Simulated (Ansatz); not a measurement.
# CH₄FNSi: geometry and vibrations

Aim: relax CH₄FNSi from a cheap starting geometry, then compute its harmonic vibrations to see whether it is a minimum and to get the zero-point energy and entropy, and look at its orbitals and charge.

The runs use Ansatz 0.2.0, Gaussian basis; RKS PBE0-D4/def2-TZVP.

Levels to be run: relaxation at PBE-D4/def2-SVP; relaxation at PBE0-D4/def2-TZVP; harmonic vibrations at the same level; a single point in def2-TZVPP for the fields.

## (1) The starting structure

8 atoms, charge 0, spin multiplicity 1.

Atoms are counted from 1 here; the program's logs count them from 0.

Bond lengths: C1–N2 1.232 Å, C1–H5 1.134 Å, C1–H6 1.171 Å, N2–Si3 1.730 Å, Si3–F4 1.539 Å, Si3–H7 1.536 Å, Si3–H8 1.462 Å. Angles: N2–C1–H5 129.8°, N2–C1–H6 119.4°, H5–C1–H6 110.7°, C1–N2–Si3 114.1°, N2–Si3–F4 110.1°, N2–Si3–H7 107.7°, N2–Si3–H8 109.7°, F4–Si3–H7 107.2°, F4–Si3–H8 113.5°, H7–Si3–H8 108.4°.

Coordinates:

```xyz
8

C    -0.5212    1.2811   -0.1086
N    -0.0281    0.5686    0.7671
Si    0.4340   -1.0062    0.2186
F    -0.2870   -1.3413   -1.0997
H    -0.7429    1.0461   -1.1960
H    -0.9005    2.3534    0.1683
H     1.9393   -0.9726   -0.0837
H     0.1986   -1.9863    1.2782
```

The start is a force-field geometry with small random shifts, so a cheaper pass at PBE-D4/def2-SVP comes first.

## (2) Relaxation at PBE-D4/def2-SVP (cheap first pass)

in.yaml

```yaml
crystal:
  periodic: [false, false, false]
  atoms:
    - {symbol: C, position_ang: [-0.521200, 1.281100, -0.108600]}
    - {symbol: N, position_ang: [-0.028100, 0.568600, 0.767100]}
    - {symbol: Si, position_ang: [0.434000, -1.006200, 0.218600]}
    - {symbol: F, position_ang: [-0.287000, -1.341300, -1.099700]}
    - {symbol: H, position_ang: [-0.742900, 1.046100, -1.196000]}
    - {symbol: H, position_ang: [-0.900500, 2.353400, 0.168300]}
    - {symbol: H, position_ang: [1.939300, -0.972600, -0.083700]}
    - {symbol: H, position_ang: [0.198600, -1.986300, 1.278200]}
basis:
  gaussian: {orbitals: def2-SVP}
hamiltonian: {xc: pbe, dispersion: d4}
relax: {f_tol: 0.03, max_steps: 200}
```

Command:

```console
$ ansatz run in.yaml --threads 2 --pin off --events-out ev --progress --plain --max-ram 4352MiB
```

Standard output (excerpt; [...] marks lines left out):

```text
Functional definition: PBE
  name "PBE"
  cite "Perdew, Burke & Ernzerhof, Phys. Rev. Lett. 77, 3865 (1996) doi:10.1103/PhysRevLett.77.3865"
  parent pbe
[...]
906 factors; their error is unknown
[...]
mean field -13170.68920157 eV, -484.0139007438 hartree, gradient 7.1e-6 eV, S^2 0.000000; 0 other end points of the search recorded, 0 dependent functions left out
[...]
reference -13170.68923165 eV, -484.0139018493 hartree; 20, 20 occupied and 60, 60 virtual orbitals, 906 factors
relax step   1: F+E_penalty+E_count = -13170.82863898 eV  Δ(F+E_penalty+E_count) = +0.000e0 eV  max|allowed force component| = 4.087e0 eV/Å  Δτ_max = 0.0000 Å  (26 SCF iters, accepted)
[...]
relax step   3: F+E_penalty+E_count = -13171.24769118 eV  Δ(F+E_penalty+E_count) = -8.711e-2 eV  max|allowed force component| = 1.332e0 eV/Å  Δτ_max = 0.1776 Å  (28 SCF iters, accepted)
[...]
relax step   5: F+E_penalty+E_count = -13171.33134773 eV  Δ(F+E_penalty+E_count) = -7.324e-2 eV  max|allowed force component| = 2.471e-1 eV/Å  Δτ_max = 0.2000 Å  (29 SCF iters, accepted)
[...]
relax step   7: F+E_penalty+E_count = -13171.34656009 eV  Δ(F+E_penalty+E_count) = +5.672e-4 eV  max|allowed force component| = 8.894e-2 eV/Å  Δτ_max = 0.1063 Å  (28 SCF iters, rejected (line search))
[...]
relax step   8: F+E_penalty+E_count = -13171.35006625 eV  Δ(F+E_penalty+E_count) = -2.939e-3 eV  max|allowed force component| = 3.451e-2 eV/Å  Δτ_max = 0.0531 Å  (29 SCF iters, accepted)
[...]
relax step   9: F+E_penalty+E_count = -13171.35021254 eV  Δ(F+E_penalty+E_count) = -1.463e-4 eV  max|allowed force component| = 9.691e-3 eV/Å  Δτ_max = 0.0122 Å  (29 SCF iters, accepted)
906 factors; their error is unknown
mean field -13171.21447680 eV, -484.0332042526 hartree, gradient 1.8e-5 eV, S^2 0.000000; 1 other end points of the search recorded, 0 dependent functions left out
[...]
reference -13171.21450759 eV, -484.0332053841 hartree; 20, 20 occupied and 60, 60 virtual orbitals, 906 factors
Total energy: -13171.35024333 eV, -484.0381935804 hartree
Atom 0 at    -0.620875     1.404623    -0.111811 Å, force    -0.002028     0.002243    -0.001792 eV/Å
Atom 1 at     0.103732     0.595072     0.551124 Å, force     0.003411    -0.009691    -0.001817 eV/Å
Atom 2 at     0.547848    -1.050712     0.185214 Å, force    -0.005737     0.005159    -0.006309 eV/Å
Atom 3 at    -0.088278    -1.598887    -1.230615 Å, force     0.000733     0.006646     0.004632 eV/Å
Atom 4 at    -1.110493     1.163174    -1.088539 Å, force    -0.000656    -0.003221    -0.001047 eV/Å
Atom 5 at    -0.806689     2.435987     0.270400 Å, force     0.000574     0.001136     0.001215 eV/Å
Atom 6 at     2.039462    -1.095858     0.074649 Å, force     0.004436    -0.000610     0.001496 eV/Å
Atom 7 at     0.027491    -1.910599     1.293779 Å, force    -0.000734    -0.001661     0.003623 eV/Å
Dipole moment:    -0.082588     0.189183    -0.012012 e Å
```

Run time: 10 s. Hardware: 2 threads of Arm Neoverse V2, shared host.

Relaxation path:

| step | energy from step 1 (eV) | largest force component (eV/Å) |
| --- | --- | --- |
| 1 | 0.0000 | 4.0868 |
| 2 | -0.3319 | 1.9541 |
| 3 | -0.4191 | 1.3323 |
| 4 | -0.4295 | 0.7625 |
| 5 | -0.5027 | 0.2471 |
| 6 | -0.5185 | 0.0900 |
| 7 | -0.5179 | 0.0889 |
| 8 | -0.5214 | 0.0345 |
| 9 | -0.5216 | 0.0097 |

Close pairs (by a distance rule), those that changed most:

| bond | before (Å) | after (Å) | change (Å) |
| --- | --- | --- | --- |
| Si3–F4 | 1.539 | 1.646 | +0.107 |
| C1–H6 | 1.171 | 1.115 | -0.055 |
| C1–N2 | 1.232 | 1.273 | +0.041 |
| Si3–H7 | 1.536 | 1.496 | -0.039 |
| Si3–H8 | 1.462 | 1.496 | +0.034 |
| C1–H5 | 1.134 | 1.119 | -0.015 |
| N2–Si3 | 1.730 | 1.743 | +0.013 |

## (3) Optimising with PBE0-D4/def2-TZVP

in.yaml

```yaml
crystal:
  periodic: [false, false, false]
  atoms:
    - {symbol: C, position_ang: [-0.620875, 1.404623, -0.111811]}
    - {symbol: N, position_ang: [0.103732, 0.595072, 0.551124]}
    - {symbol: Si, position_ang: [0.547848, -1.050712, 0.185214]}
    - {symbol: F, position_ang: [-0.088278, -1.598887, -1.230615]}
    - {symbol: H, position_ang: [-1.110493, 1.163174, -1.088539]}
    - {symbol: H, position_ang: [-0.806689, 2.435987, 0.270400]}
    - {symbol: H, position_ang: [2.039462, -1.095858, 0.074649]}
    - {symbol: H, position_ang: [0.027491, -1.910599, 1.293779]}
basis:
  gaussian: {orbitals: def2-TZVP}
hamiltonian: {xc: pbe0, dispersion: d4}
relax: {f_tol: 0.005, max_steps: 150}
```

The command is unchanged.

Standard output (excerpt; [...] marks lines left out):

```text
Functional definition: PBE0
  name "PBE0"
  cite "Adamo & Barone, J. Chem. Phys. 110, 6158 (1999) doi:10.1063/1.478522"
  cite "Perdew, Burke & Ernzerhof, Phys. Rev. Lett. 77, 3865 (1996) doi:10.1103/PhysRevLett.77.3865"
  parent pbe
[...]
935 factors; their error is unknown
[...]
mean field -13181.44776925 eV, -484.4092708139 hartree, gradient 1.4e-5 eV, S^2 0.000000; 0 other end points of the search recorded, 0 dependent functions left out
[...]
reference -13181.44779912 eV, -484.4092719114 hartree; 20, 20 occupied and 134, 134 virtual orbitals, 935 factors
relax step   1: F+E_penalty+E_count = -13181.56118785 eV  Δ(F+E_penalty+E_count) = +0.000e0 eV  max|allowed force component| = 1.095e0 eV/Å  Δτ_max = 0.0000 Å  (28 SCF iters, accepted)
[...]
reference -13181.51605245 eV, -484.4117801750 hartree; 20, 20 occupied and 134, 134 virtual orbitals, 935 factors
Total energy: -13181.63003954 eV, -484.4159691234 hartree
Atom 0 at    -0.614849     1.387837    -0.112451 Å, force    -0.000105     0.000040    -0.000176 eV/Å
Atom 1 at     0.102246     0.588940     0.540763 Å, force     0.000052    -0.000089     0.000020 eV/Å
Atom 2 at     0.539683    -1.031400     0.183370 Å, force     0.000196    -0.000396     0.000091 eV/Å
Atom 3 at    -0.078237    -1.567510    -1.196332 Å, force    -0.000056     0.000099    -0.000057 eV/Å
Atom 4 at    -1.094829     1.142253    -1.070233 Å, force     0.000068     0.000141     0.000224 eV/Å
Atom 5 at    -0.795850     2.401210     0.264178 Å, force    -0.000103     0.000059    -0.000112 eV/Å
Atom 6 at     2.012148    -1.087908     0.065820 Å, force    -0.000272    -0.000034     0.000149 eV/Å
Atom 7 at     0.021886    -1.890623     1.269088 Å, force     0.000220     0.000180    -0.000138 eV/Å
Dipole moment:    -0.107263     0.224273    -0.027824 e Å
```

Wall time 21 s (2 threads of Arm Neoverse V2, shared host).

Step by step:

| step | energy from step 1 (eV) | largest force component (eV/Å) |
| --- | --- | --- |
| 1 | 0.0000 | 1.0953 |
| 2 | -0.0550 | 0.6586 |
| 3 | -0.0686 | 0.0538 |
| 4 | -0.0684 | 0.0750 |
| 5 | -0.0688 | 0.0238 |
| 6 | -0.0688 | 0.0062 |
| 7 | -0.0688 | 0.0101 |
| 8 | -0.0688 | 0.0004 |

Distances of close pairs at the start and the end, largest changes first:

| bond | before (Å) | after (Å) | change (Å) |
| --- | --- | --- | --- |
| Si3–F4 | 1.646 | 1.604 | -0.042 |
| N2–Si3 | 1.743 | 1.716 | -0.028 |
| C1–H5 | 1.119 | 1.099 | -0.020 |
| C1–H6 | 1.115 | 1.096 | -0.019 |
| Si3–H7 | 1.496 | 1.478 | -0.018 |
| Si3–H8 | 1.496 | 1.478 | -0.018 |
| C1–N2 | 1.273 | 1.257 | -0.016 |

Mulliken charges of the relaxed molecule (report file):

| atom | value (e) |
| --- | --- |
| C1 | -0.11 |
| N2 | -0.27 |
| Si3 | 0.53 |
| F4 | -0.33 |
| H5 | 0.12 |
| H6 | 0.13 |
| H7 | -0.04 |
| H8 | -0.04 |

## (4) Harmonic vibrations

in.yaml

```yaml
crystal:
  periodic: [false, false, false]
  atoms:
    - {symbol: C, position_ang: [-0.614849, 1.387837, -0.112451]}
    - {symbol: N, position_ang: [0.102246, 0.588940, 0.540763]}
    - {symbol: Si, position_ang: [0.539683, -1.031400, 0.183370]}
    - {symbol: F, position_ang: [-0.078237, -1.567510, -1.196332]}
    - {symbol: H, position_ang: [-1.094829, 1.142253, -1.070233]}
    - {symbol: H, position_ang: [-0.795850, 2.401210, 0.264178]}
    - {symbol: H, position_ang: [2.012148, -1.087908, 0.065820]}
    - {symbol: H, position_ang: [0.021886, -1.890623, 1.269088]}
basis:
  gaussian: {orbitals: def2-TZVP}
hamiltonian: {xc: pbe0, dispersion: d4}
phonons: {temperatures: {t_min: 298.15, t_max: 900, t_step: 200}}
```

The command is unchanged.

Standard output (excerpt; [...] marks lines left out):

```text
Functional definition: PBE0
  name "PBE0"
  cite "Adamo & Barone, J. Chem. Phys. 110, 6158 (1999) doi:10.1063/1.478522"
  cite "Perdew, Burke & Ernzerhof, Phys. Rev. Lett. 77, 3865 (1996) doi:10.1103/PhysRevLett.77.3865"
  parent pbe
[...]
935 factors; their error is unknown
[...]
mean field -13181.51602271 eV, -484.4117790820 hartree, gradient 1.2e-5 eV, S^2 0.000000; 0 other end points of the search recorded, 0 dependent functions left out
[...]
reference -13181.51605234 eV, -484.4117801709 hartree; 20, 20 occupied and 134, 134 virtual orbitals, 935 factors
[...]
935 factors; their error is unknown
mean field -13181.51589525 eV, -484.4117743982 hartree, gradient 1.9e-6 eV, S^2 0.000000; 0 other end points of the search recorded, 0 dependent functions left out
[...]
reference -13181.51592490 eV, -484.4117754878 hartree; 20, 20 occupied and 134, 134 virtual orbitals, 935 factors
[...]
Atom 0 at    -0.614849     1.387837    -0.112451 Å, force    -0.000129     0.000074    -0.000183 eV/Å
Atom 1 at     0.102246     0.588940     0.540763 Å, force     0.000080    -0.000142     0.000029 eV/Å
Atom 2 at     0.539683    -1.031400     0.183370 Å, force     0.000217    -0.000380     0.000106 eV/Å
Atom 3 at    -0.078237    -1.567510    -1.196332 Å, force    -0.000065     0.000108    -0.000062 eV/Å
Atom 4 at    -1.094829     1.142253    -1.070233 Å, force     0.000057     0.000149     0.000207 eV/Å
Atom 5 at    -0.795850     2.401210     0.264178 Å, force    -0.000100     0.000049    -0.000117 eV/Å
Atom 6 at     2.012148    -1.087908     0.065820 Å, force    -0.000278    -0.000033     0.000151 eV/Å
Atom 7 at     0.021886    -1.890623     1.269088 Å, force     0.000217     0.000175    -0.000131 eV/Å
Dipole moment:    -0.107263     0.224273    -0.027823 e Å
Vibrations: 125.42 168.55 388.31 462.38 714.49 730.04 755.70 858.87 929.23 956.25 1132.93 1220.94 1525.08 1779.49 2267.74 2270.09 3000.27 3079.16 cm⁻¹, zero-point energy 1.386450 eV
```

It took 81 s on 2 threads of Arm Neoverse V2, shared host.

Motions are named by where the mode's potential energy lies. Wavenumbers, unscaled:

| mode | cm⁻¹ | motion |
| --- | --- | --- |
| 1 | 125 | bend |
| 2 | 169 | torsion |
| 3 | 388 | bend |
| 4 | 462 | torsion |
| 5 | 714 | torsion with bend |
| 6 | 730 | Si–N stretch |
| 7 | 756 | bend |
| 8 | 859 | Si–F stretch |
| 9 | 929 | bend |
| 10 | 956 | bend |
| 11 | 1133 | out-of-plane bend with bend |
| 12 | 1221 | bend |
| 13 | 1525 | bend |
| 14 | 1779 | C–N stretch |
| 15 | 2268 | Si–H stretch |
| 16 | 2270 | Si–H stretch |
| 17 | 3000 | C–H stretch |
| 18 | 3079 | C–H stretch |

Ideal gas, rigid rotor and harmonic oscillator at 298.15 K and 1 bar, with symmetry number 1:

| term | value |
| --- | --- |
| zero-point energy | 133.8 kJ/mol |
| H(298) − E | 149.9 kJ/mol |
| entropy, translation | 163.1 J/(mol K) |
| entropy, rotation | 104.4 J/(mol K) |
| entropy, vibration | 35.8 J/(mol K) |
| entropy, total | 303.3 J/(mol K) |

## (5) Fields at the relaxed geometry

in.yaml: that of step 4 with these lines changed.

```diff
@@ -12,4 +12,4 @@
 basis:
-  gaussian: {orbitals: def2-TZVP}
+  gaussian: {orbitals: def2-TZVPP}
 hamiltonian: {xc: pbe0, dispersion: d4}
-phonons: {temperatures: {t_min: 298.15, t_max: 900, t_step: 200}}
+output: {orbitals: {seedname: orbitals}}
```

The command is unchanged.

Standard output:

```text
Functional definition: PBE0
  name "PBE0"
  cite "Adamo & Barone, J. Chem. Phys. 110, 6158 (1999) doi:10.1063/1.478522"
  cite "Perdew, Burke & Ernzerhof, Phys. Rev. Lett. 77, 3865 (1996) doi:10.1103/PhysRevLett.77.3865"
  parent pbe
  parameter a = 0.25
  parameter kappa = 0.804
  parameter beta = 0.06672455060314922
  exchange = (1 - a)*pbe_x(kappa = kappa, mu = beta*pi^2/3) + a*exact_x
  correlation = pbe_c(beta = beta)
1018 factors; their error is unknown
mean field evaluation 1: about -13175.9444 eV, gradient 5.5e1 eV
mean field evaluation 2: about -13168.7548 eV, gradient 7.9e1 eV
mean field evaluation 4: about -13181.4519 eV, gradient 5.8e0 eV
mean field evaluation 8: about -13181.5433 eV, gradient 3.3e-1 eV
mean field -13181.54347198 eV, -484.4127878241 hartree, gradient 4.2e-5 eV, S^2 0.000000; 0 other end points of the search recorded, 0 dependent functions left out
reference -13181.54350160 eV, -484.4127889128 hartree; 20, 20 occupied and 171, 171 virtual orbitals, 1018 factors
Total energy: -13181.65748869 eV, -484.4169778610 hartree
```

Wall time 2 s (2 threads of Arm Neoverse V2, shared host).

Orbitals, density, ELF and potential are computed afterwards from the orbital file.

Frontier orbitals at PBE0-D4/def2-TZVPP, with the share of their density that lies nearest to each atom:

| orbital | energy (eV) | lies on |
| --- | --- | --- |
| HOMO | -7.55 | N2 65 %; H5, H6 about 11 % each |
| LUMO | -1.24 | C1 37 %; N2 32 %; H5, H6 about 11 % each |

ELF in a plane through or near 6 of the atoms.

Ten even steps from ' ' (0.00) to '@' (1.00):
```
                                                        
                                                        
                                                        
                          ..::::..                      
                        ..++**##++..                    
                        ::##%%%%##::    ..--::          
                ....  ..--%%@@@@%%--  ::%%@@%%==        
              ..----....++%%##++##====%%@@@@@@%%--      
            ..::==..::::==%%====**++**@@@@@@@@%%--      
            ..::::..%%%%  %%%%####--****@@@@@@**::      
              ......%%**..####++++::::**##**++::        
                ::::::::::::....==@@@@%%==..            
              ..++##%%##**..    **@@@@@@**::            
            ..--##%%::%%##--    ++@@@@@@%%==            
            ..--**%%%%%%##==    ..@@@@@@**::            
              ..==******++::      --++==..              
                ....::::..                              
                                                        
                                                        
                                                        
```
The map spans 10.2 Å across and 8.2 Å up, centred on the molecule. Atoms in the plane (x, y in Å): C1 (1.5, 0.1), N2 (0.4, 0.7), Si3 (-1.2, 0.1), F4 (-1.2, -1.5), H5 (1.6, -1.0), H6 (2.5, 0.6).

log10 of the density (e/Å³) in the same plane.

Ten even steps from '0' (-4.0) to '9' (2.2):
```
0000000000000000000000000000
0000000000000000000000000000
0000000000000111100000000000
0000000011112222221000000000
0000001122223333332211100000
0000012233334445443333211000
0000123344445566554444322100
0001123455555677665565432100
0001234455766678766666432100
0001234456986666678665432100
0001134456876666677655432100
0000123455665555566654321000
0000123456766544566644210000
0000023467876544455543210000
0000023456776433344432100000
0000012345655432233221100000
0000001233443321111111000000
0000000122222110000000000000
0000000000100000000000000000
0000000000000000000000000000
```
The map spans 10.2 Å across and 8.2 Å up, centred on the molecule. Atoms in the plane (x, y in Å): C1 (1.5, 0.1), N2 (0.4, 0.7), Si3 (-1.2, 0.1), F4 (-1.2, -1.5), H5 (1.6, -1.0), H6 (2.5, 0.6).

On the surface of density 0.002 e/bohr³ the electrostatic potential runs, from the 1st to the 99th percentile, from -1.16 V near N2 to 1.20 V near Si3.

## (6) Results

| quantity | value |
| --- | --- |
| point group | Cs |
| steps | 9 + 8 |
| shift from the start (rms) | 0.239 Å |
| total energy | -13181.6300 eV |
| dispersion term | -114 meV |
| dipole moment | 1.20 D |
| lowest, highest wavenumber | 125, 3079 cm⁻¹ |
| zero-point energy | 133.8 kJ/mol |
| entropy at 298.15 K | 303.3 J/(mol K) |
| HOMO, LUMO | -7.55, -1.24 eV |

**Reading.** The relaxed geometry lies 0.24 Å (rms) from the start; the bond that changed most is C1–H6, from 1.171 to 1.096 Å. All wavenumbers are real, so the end point is a minimum. The stiffest mode, 3079 cm⁻¹, is a C–H stretch, and 2 modes under 200 cm⁻¹ make the vibrational entropy uncertain. Harmonic hybrid wavenumbers usually lie a few per cent above measured fundamentals. The largest Mulliken charge, +0.53 e, sits on Si3. The HOMO lies mostly on N2 65 %; H5, H6 about 11 % each and the LUMO on C1 37 %; N2 32 %.
